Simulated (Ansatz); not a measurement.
# Ta2AlN3: a closer look at a trial structure

This session takes a relaxed cell of Ta2AlN3 and sets out to see whether it has a gap, which orbitals make up the states near it and how charge is shared.

Program: Ansatz 0.2.0. Level of theory: DFT PBE, scalar-relativistic, plane waves, PAW. These are calculated values, not measurements.

### Step 1. Starting point

The structure is hexagonal, space group P6/mmm (No. 191). The conventional cell has a = 5.460 Å, b = 5.460 Å, c = 2.839 Å, α = 90.00°, β = 90.00°, γ = 120.00°. Around Ta (site symmetry -6m2) lie 6 N at 2.12 Å. Al (site symmetry 6/mmm) is surrounded by 6 N at 2.73 Å and 2 Al at 2.84 Å. Around N (site symmetry mmm) lie 4 Ta at 2.12 Å and 2 Al at 2.73 Å.

Structure file:

```xyz
6
Lattice="5.4603 0.0000 0.0000 -2.7302 4.7288 0.0000 0.0000 0.0000 2.8390" Properties=species:S:1:pos:R:3 pbc="T T T"
Ta    0.0000    3.1525    1.4195
Ta    2.7302    1.5763    1.4195
Al    0.0000    0.0000    0.0000
N     2.7302    0.0000    0.0000
N     1.3651    2.3644    0.0000
N    -1.3651    2.3644    0.0000
```

The cell was relaxed beforehand at this level, from a generated guess; it is a trial structure. At a tolerance of 0.05 Å it has space group P6/mmm (No. 191); it has 12.22 Å³/atom, an uncorrected energy of -0.63 eV/atom over the elements.

### Step 2. Static run: bands, density of states and charges

Contents of input.yaml:

```yaml
crystal:
  lattice:
    - [5.4603336497, 0.0, 0.0]
    - [-2.7301668249, 4.7287876538, 0.0]
    - [0.0, 0.0, 2.8390072301]
  atoms:
    - { symbol: Ta, position: [0.3333333333, 0.6666666667, 0.5] }
    - { symbol: Ta, position: [0.6666666667, 0.3333333333, 0.5] }
    - { symbol: Al, position: [0.0, 0.0, 0.0] }
    - { symbol: "N", position: [0.5, 0.0, 0.0] }
    - { symbol: "N", position: [0.5, 0.5, 0.0] }
    - { symbol: "N", position: [0.0, 0.5, 0.0] }
basis:
  ecutwfc: 420
kpoints:
  mp_grid: { grid: [12, 12, 14] }
  band_path:
    path:
      - [[0.0, 0.0, 0.0], [0.5, 0.0, 0.0], [0.33333333, 0.33333333, 0.0], [0.0, 0.0, 0.0], [0.0, 0.0, 0.5], [0.5, 0.0, 0.5], [0.33333333, 0.33333333, 0.5], [0.0, 0.0, 0.5]]
      - [[0.5, 0.0, 0.5], [0.5, 0.0, 0.0]]
      - [[0.33333333, 0.33333333, 0.5], [0.33333333, 0.33333333, 0.0]]
    npoints: 14
hamiltonian:
  xc: pbe
scf:
  occupations: { method: gaussian, width: 0.1 }
  n_extra_bands: 15
output:
  forces: true
  stress: true
  eigenvalues: true
  populations: true
  dos: { projected: true, de: 0.02, nscf_kmesh: { grid: [15, 15, 17] } }
  bader: true
```

Command:

```sh
ansatz run input.yaml --threads 1 --pin off --max-ram 2560MiB --backend cpu --events-out ev --progress --plain --runs-dir out
```

The program printed:

```text
Warning: RAYON_NUM_THREADS=1 ignored (pool sized by the plan → 1); use --threads N
scf.n_extra_bands = 15 over 22 filled bands (N_el = 44.0): the run solves 37 bands
Engine: ansatz 0.2.0, x86_64-unknown-linux-gnu
Pseudopotentials: kind: paw
Pseudopotential: Ta, paw, valence charge 13, recommended cutoff 420 eV (normal), Ta.paw.azcp
Pseudopotential: Al, paw, valence charge 3, recommended cutoff 420 eV (normal), Al.paw.azcp
Pseudopotential: N, paw, valence charge 5, recommended cutoff 420 eV (normal), N.paw.azcp
Functional definition: PBE
  parameter kappa = 0.804
  parameter beta = 0.06672455060314922
  exchange = pbe_x(kappa = kappa, mu = beta*pi^2/3)
  correlation = pbe_c(beta = beta)
Crystal: 6 atoms, lattice volume = 73.305 Å³
Basis set: ecut = 420 eV, 1419 PW (Γ), exchange–correlation on 80×80×40 points (8 copies of the dense FFT grid, shifted against one another)
Bands: 37, of which v1, the nominal top of the filled ones, is band 22 counted from 1 (21 counted from 0)
Symmetry: 24 space group operations
Space group: P6/mmm (ITA 191), of the structure as read, at distance tolerance 4.2e-5 Å
k-points: 152 of 2016
Non-local potential: Ta, projectors of the file, l = 0: 3, l = 1: 2, l = 2: 2, l = 3: 1
Non-local potential: Al, projectors of the file, l = 0: 2, l = 1: 2, l = 2: 1
Non-local potential: N, projectors of the file, l = 0: 2, l = 1: 2, l = 2: 1
PAW form: soft (Blöchl's): semilocal exchange-correlation on the pseudo side does not see the compensation charge
PAW one-centre angular grid: Ta, 590 points (default); XC on 64 Gauss nodes
PAW one-centre angular grid: Al, 110 points (default); XC on 64 Gauss nodes
PAW one-centre angular grid: N, 110 points (default); XC on 64 Gauss nodes
Initial density: superposition of atomic densities (neutral atoms: chi_scale 0, normalization atom), corrected by the library's trained network
Initial wavefunctions: pseudopotential atomic-orbital guess
Functional: x = pbe(κ = 0.804, μ = 0.2195149727645171), c = pbe(β = 0.06672455060314922)
SCF iter   1: F=—  HF=-21557.815983 eV  |F-HF|=—  |Δ(HF+E_count)|=         —  Δρ=7.42e-3  dr2=3.61e-2  ethr=1.77e-3  ⟨swp⟩=5.2  Hψ=25017  notcnv=0  defer=120
preconditioner: auto → Kerker (q_TF=auto, 2.506 Å⁻¹)  [metal: Δε(μ)=0.006 eV  Ē_g=12.086 eV  σ=0.100 eV  W_gap=0.03  n_scr=14 (ndim 8)  ℏωp=22.9 eV  f_vac=0.000  D(μ)=2.08/eV (n_scr^D=8)]
SCF iter   2: F=—  HF=-21557.813947 eV  |F-HF|=—  |Δ(HF+E_count)|=   2.04e-3  Δρ=4.37e-3  dr2=1.48e-2  ethr=8.20e-5  ⟨swp⟩=1.0  Hψ=6840  notcnv=0  defer=267
SCF iter   3: F=—  HF=-21557.812201 eV  |F-HF|=—  |Δ(HF+E_count)|=   1.75e-3  Δρ=6.27e-4  dr2=5.43e-4  ethr=3.36e-5  ⟨swp⟩=2.1  Hψ=6057  notcnv=0  defer=267
SCF iter   4: F=—  HF=-21557.812105 eV  |F-HF|=—  |Δ(HF+E_count)|=   9.60e-5  Δρ=1.94e-4  dr2=2.90e-5  ethr=1.23e-6  ⟨swp⟩=2.1  Hψ=6409  notcnv=0  defer=267
SCF iter   5: F=—  HF=-21557.812165 eV  |F-HF|=—  |Δ(HF+E_count)|=   5.93e-5  Δρ=4.35e-5  dr2=2.08e-6  ethr=6.58e-8  ⟨swp⟩=2.0  Hψ=6503  notcnv=0  defer=267
SCF iter   6: F=—  HF=-21557.812165 eV  |F-HF|=—  |Δ(HF+E_count)|=   2.29e-7  Δρ=1.08e-5  dr2=1.18e-7  ethr=4.72e-9  ⟨swp⟩=2.2  Hψ=5915  notcnv=0  defer=267
SCF iter   7: F=-21557.812165 eV  HF=-21557.812165 eV  |F-HF|=4.18e-10  |Δ(HF+E_count)|=   1.92e-8  Δρ=1.38e-6  dr2=1.24e-9  ethr=2.27e-10  ⟨swp⟩=8.9  Hψ=24349  notcnv=0
SCF 1 converged in 7 iterations: F = -21557.812165 eV  dr2 = 1.24e-9
NSCF: frozen V_eff on 129 k-points
NSCF: frozen V_eff on 243 k-points
SCF converged after 7 iterations
Free energy (F): -21557.812165 eV
Harris-Foulkes:  -21557.812165 eV  (|F-HF|=4.18e-10)
Internal energy: -21557.801813 eV  (E = F + TS)
E sigma→0 (E₀):  -21557.806989 eV
Entropy (-TS):   -0.010351 eV (-1.725 meV/atom)
Fermi energy:    15.088685 eV
--- Per-component energies (eV) ---
  E_band       = -260.847882
  E_kinetic    = 1146.109402
  E_local      = -2641.043247  (includes V_loc(G=0)·N_el)
  E_nonlocal   = 175.958376
  E_hartree    = 1005.942043
  E_xc         = -657.213371
  E_vxc        = -666.719120  (∫ρ·V_xc dr)
  E_paw        = -17642.178637  (= ΣΔE_a)
  E_vpaw       = -287.038233  (= ΣTr[D̂ρ^β])
  E_aug_tail   = 0.000683  (compensation charges beyond the density's cutoff)
  E_ewald      = -2945.377062
  E_smearing   = -0.010351  (= −TS)
  E_closure    = 0.000000  (closes the sum)
  Σ components = -21557.812165   (vs F -21557.812165, Δ=0.00e0)
--- Forces (eV/Å), atoms counted from 1 ---
  atom   1  Ta    -0.00000000     0.00000000     0.00000000
  atom   2  Ta     0.00000000    -0.00000000     0.00000000
  atom   3  Al     0.00000000    -0.00000000     0.00000000
  atom   4  N      0.00000000     0.00000000     0.00000000
  atom   5  N      0.00000000     0.00000000     0.00000000
  atom   6  N      0.00000000     0.00000000     0.00000000
  max |Σ_I F_I| component: 9.25e-18 eV/Å
--- Stress (GPa, compression-positive) ---
        0.005704       0.000000       0.000000
        0.000000       0.005704       0.000000
        0.000000       0.000000      -0.002931
  P = ⅓ Tr σ = 0.0028 GPa (0.028 kbar)
--- Band table (eV; the first three rows and the last of 152) ---
  k-point 0: bands = ["-54.6295", "-54.6053", "-21.4181", "-21.4181", "-21.1183", "-21.1183", "-20.7171", "-20.6398", "-2.7886", "-0.0956", "-0.0956", "5.2171", "7.7177", "7.7177", "8.5830", "9.6886", "9.6886", "11.6096", "11.6096", "11.9809", "12.3394", "12.6634", "15.1017", "15.1017", "16.6101", "16.6101", "16.6584", "18.6556", "18.6556", "19.6687", "19.6687", "21.5539", "21.7690", "21.7690", "22.2001", "22.2001", "24.3701"]
  k-point 1: bands = ["-54.6265", "-54.6024", "-21.4100", "-21.4100", "-21.1119", "-21.1119", "-20.7720", "-20.6909", "-2.6776", "-0.1282", "-0.1282", "5.4132", "7.7527", "7.7527", "8.6426", "9.5735", "9.5735", "11.3418", "11.3418", "11.6237", "12.6601", "12.6942", "15.3003", "15.3003", "16.7380", "16.9590", "16.9590", "18.5545", "18.5545", "19.6637", "19.6637", "21.3699", "21.3699", "21.7594", "22.5369", "22.5369", "23.0223"]
  k-point 2: bands = ["-54.6183", "-54.5943", "-21.3871", "-21.3871", "-21.0940", "-21.0940", "-20.9231", "-20.8317", "-2.3609", "-0.2217", "-0.2217", "5.9748", "7.8276", "7.8276", "8.7442", "9.3004", "9.3004", "10.7864", "10.7864", "11.0379", "12.7818", "13.3051", "15.8142", "15.8142", "16.9714", "17.7064", "17.7064", "18.1274", "18.1274", "19.8899", "19.8899", "20.6882", "20.6882", "21.1750", "22.5191", "23.0924", "23.0924"]
  k-point 151: bands = ["-54.5582", "-54.5582", "-21.6712", "-21.6712", "-21.2724", "-21.1201", "-21.1201", "-20.9647", "-0.9012", "-0.4775", "-0.4775", "7.4227", "7.4227", "8.1592", "8.3726", "8.5763", "8.5763", "9.1879", "11.6069", "11.8900", "11.8900", "14.9645", "14.9645", "16.0689", "16.9396", "18.1730", "18.7332", "18.7332", "19.6900", "19.6900", "20.3424", "20.7878", "20.7878", "21.9550", "22.2599", "22.2599", "24.3927"]
--- Löwdin populations: 6 sites ---
  site symbol       q [e]
     0     Ta     11.8645
     1     Ta     11.8645
     2     Al      2.8709
     3      N      5.7156
     4      N      5.7156
     5      N      5.7156
  spilling = 0.005754 (of n_electrons = 44.000000)
--- Bader charges: 6 sites ---
  site symbol  charge [e]  shift [e]
     0     Ta      2.2586     0.0016
     1     Ta      2.2586     0.0016
     2     Al      0.6251     0.0034
     3      N     -1.7141     0.0022
     4      N     -1.7141     0.0022
     5      N     -1.7141     0.0022
  estimated error of the sums over rays = 7.1e-4 e
```

Run time: 72 s. Hardware: 1 thread of Intel Xeon 6975P-C (Granite Rapids), shared host; peak memory 0.69 GiB.

Per atom:

| atom | Löwdin electrons | Bader charge (e) | Bader volume (Å³) |
| --- | --- | --- | --- |
| Ta1 | 11.86 | +2.26 | 10.9 |
| Ta2 | 11.86 | +2.26 | 10.9 |
| Al3 | 2.87 | +0.63 | 16.1 |
| N4 | 5.72 | -1.71 | 11.8 |
| N5 | 5.72 | -1.71 | 11.8 |
| N6 | 5.72 | -1.71 | 11.8 |

The Löwdin counts miss 0.25 of the 44 electrons, which the atomic orbitals do not span, so they are no charges.

bands.tsv at the labelled points (eV, zero at the Fermi level; the bands nearest the Fermi level):

| point | band 19 | band 20 | band 21 | band 22 | band 23 | band 24 | band 25 | band 26 |
| --- | --- | --- | --- | --- | --- | --- | --- | --- |
| Γ | -3.48 | -3.11 | -2.75 | -2.42 | 0.01 | 0.01 | 1.52 | 1.52 |
| M | -3.95 | -3.43 | -2.99 | -2.36 | 0.07 | 0.43 | 1.72 | 2.38 |
| K | -4.40 | -3.42 | -2.52 | -1.59 | -1.59 | 1.38 | 1.81 | 2.19 |
| Γ | -3.48 | -3.11 | -2.75 | -2.42 | 0.01 | 0.01 | 1.52 | 1.52 |
| A | -3.51 | -1.74 | -1.52 | -1.52 | -1.43 | -1.26 | 2.96 | 2.96 |
| L | -4.44 | -3.56 | -2.44 | -0.07 | 0.74 | 0.92 | 1.42 | 2.36 |
| H | -3.48 | -3.20 | -3.20 | -0.12 | -0.12 | 0.98 | 1.85 | 3.08 |
| A | -3.51 | -1.74 | -1.52 | -1.52 | -1.43 | -1.26 | 2.96 | 2.96 |
| L | -4.44 | -3.56 | -2.44 | -0.07 | 0.74 | 0.92 | 1.42 | 2.36 |
| M | -3.95 | -3.43 | -2.99 | -2.36 | 0.07 | 0.43 | 1.72 | 2.38 |
| H | -3.48 | -3.20 | -3.20 | -0.12 | -0.12 | 0.98 | 1.85 | 3.08 |
| K | -4.40 | -3.42 | -2.52 | -1.59 | -1.59 | 1.38 | 1.81 | 2.19 |

Counts of states by energy window (eV from the Fermi level), total and by projection:

| from | to | total | Ta 5d | Al 3s | Al 3p | N 2p |
| --- | --- | --- | --- | --- | --- | --- |
| -8 | -7 | 3.38 | 1.02 | 0.07 | 0.13 | 1.90 |
| -7 | -6 | 4.03 | 1.22 | 0.07 | 0.17 | 2.35 |
| -6 | -5 | 3.79 | 1.11 | 0.14 | 0.12 | 2.28 |
| -5 | -4 | 2.61 | 0.51 | 0.07 | 0.19 | 1.73 |
| -4 | -3 | 2.23 | 0.31 | 0.14 | 0.23 | 1.48 |
| -3 | -2 | 1.96 | 0.17 | 0.19 | 0.36 | 1.17 |
| -2 | -1 | 0.70 | 0.29 | 0.08 | 0.07 | 0.22 |
| -1 | 0 | 1.35 | 0.72 | 0.15 | 0.12 | 0.23 |
| 0 | 1 | 3.20 | 1.83 | 0.35 | 0.25 | 0.44 |
| 1 | 2 | 3.34 | 2.30 | 0.07 | 0.19 | 0.49 |
| 2 | 3 | 3.94 | 2.26 | 0.06 | 0.47 | 0.74 |
| 3 | 4 | 4.51 | 2.32 | 0.10 | 0.87 | 0.66 |
| 4 | 5 | 3.16 | 1.33 | 0.08 | 0.80 | 0.44 |
| 5 | 6 | 2.74 | 1.04 | 0.06 | 0.75 | 0.59 |

A further 24 or so states lie below the table's range.

### Step 3. Changed: occupations.method cold, occupations.width 0.001

Contents of input.yaml:

```yaml
crystal:
  lattice:
    - [5.4603336497, 0.0, 0.0]
    - [-2.7301668249, 4.7287876538, 0.0]
    - [0.0, 0.0, 2.8390072301]
  atoms:
    - { symbol: Ta, position: [0.3333333333, 0.6666666667, 0.5] }
    - { symbol: Ta, position: [0.6666666667, 0.3333333333, 0.5] }
    - { symbol: Al, position: [0.0, 0.0, 0.0] }
    - { symbol: "N", position: [0.5, 0.0, 0.0] }
    - { symbol: "N", position: [0.5, 0.5, 0.0] }
    - { symbol: "N", position: [0.0, 0.5, 0.0] }
basis:
  ecutwfc: 420
kpoints:
  mp_grid: { grid: [12, 12, 14] }
hamiltonian:
  xc: pbe
scf:
  occupations: { method: cold, width: 0.001 }
output:
  forces: true
  eigenvalues: true
  stress: true
```

Command:

```sh
ansatz run input.yaml --threads 1 --pin off --max-ram 2560MiB --backend cpu --events-out ev --progress --plain --runs-dir out
```

The program printed, cut to the lines that bear on the results:

```text
Warning: RAYON_NUM_THREADS=1 ignored (pool sized by the plan → 1); use --threads N
[...]
Pseudopotentials: kind: paw
Pseudopotential: Ta, paw, valence charge 13, recommended cutoff 420 eV (normal), Ta.paw.azcp
Pseudopotential: Al, paw, valence charge 3, recommended cutoff 420 eV (normal), Al.paw.azcp
Pseudopotential: N, paw, valence charge 5, recommended cutoff 420 eV (normal), N.paw.azcp
Functional definition: PBE
[...]
Crystal: 6 atoms, lattice volume = 73.305 Å³
Basis set: ecut = 420 eV, 1419 PW (Γ), exchange–correlation on 80×80×40 points (8 copies of the dense FFT grid, shifted against one another)
Bands: 28, of which v1, the nominal top of the filled ones, is band 22 counted from 1 (21 counted from 0)
Symmetry: 24 space group operations
Space group: P6/mmm (ITA 191), of the structure as read, at distance tolerance 4.2e-5 Å
k-points: 152 of 2016
[...]
SCF converged after 7 iterations
Stability not checked: this state was not tested for a lower state beside it, because cold or Methfessel-Paxton smearing, or corrected tetrahedra, fill the levels in a way that the test cannot read (fill_not_monotonic; see scf.lower_state_search)
Free energy (F): -21557.806843 eV
[...]
E sigma→0 (E₀):  -21557.806843 eV
Entropy (-TS):   0.000000 eV (0.000 meV/atom)
Fermi energy:    15.088989 eV
[...]
--- Forces (eV/Å), atoms counted from 1 ---
  atom   1  Ta     0.00000000     0.00000000     0.00000000
  atom   2  Ta    -0.00000000    -0.00000000     0.00000000
  atom   3  Al     0.00000000     0.00000000     0.00000000
  atom   4  N      0.00000000    -0.00000000     0.00000000
  atom   5  N      0.00000000     0.00000000     0.00000000
  atom   6  N      0.00000000     0.00000000     0.00000000
[...]
--- Stress (GPa, compression-positive) ---
       -0.051810       0.000000       0.000000
        0.000000      -0.051810       0.000000
        0.000000       0.000000      -0.050803
  P = ⅓ Tr σ = -0.0515 GPa (-0.515 kbar)
--- Band table (eV; the first three rows and the last of 152) ---
[...]
```

Wall time 7.6 s (1 thread of Intel Xeon 6975P-C (Granite Rapids), shared host); peak memory 0.54 GiB.

| run | ending | energy change | pressure (GPa) | gap (eV) | force (eV/Å) | cycles | time |
| --- | --- | --- | --- | --- | --- | --- | --- |
| step 2 | converged | 0 | 0.0 | 0.00 | 0.00 | 7 | 72 s |
| variant | converged | 0.0 meV/atom (σ→0) | -0.1 | 0.00 | 0.00 | 7 | 7.6 s |

Changing the smearing leaves the energy as it was (0.0 meV/atom).

### Step 4. Outcome

| quantity | value |
| --- | --- |
| gap | none (metal) |
| states at the Fermi level | 2.07 per eV per cell |
| Bader charges | Ta +2.26, Al +0.63, N -1.71 e |

What this shows: It comes out metallic. Of the projected weight within 0.25 eV of the Fermi level, the largest part is Ta 5d (55 %) and N 2p (17 %). Charge transfer between the atoms is strong (Bader charges up to 2.3 e). Spin-orbit coupling is left out, which matters for the bands of Ta.
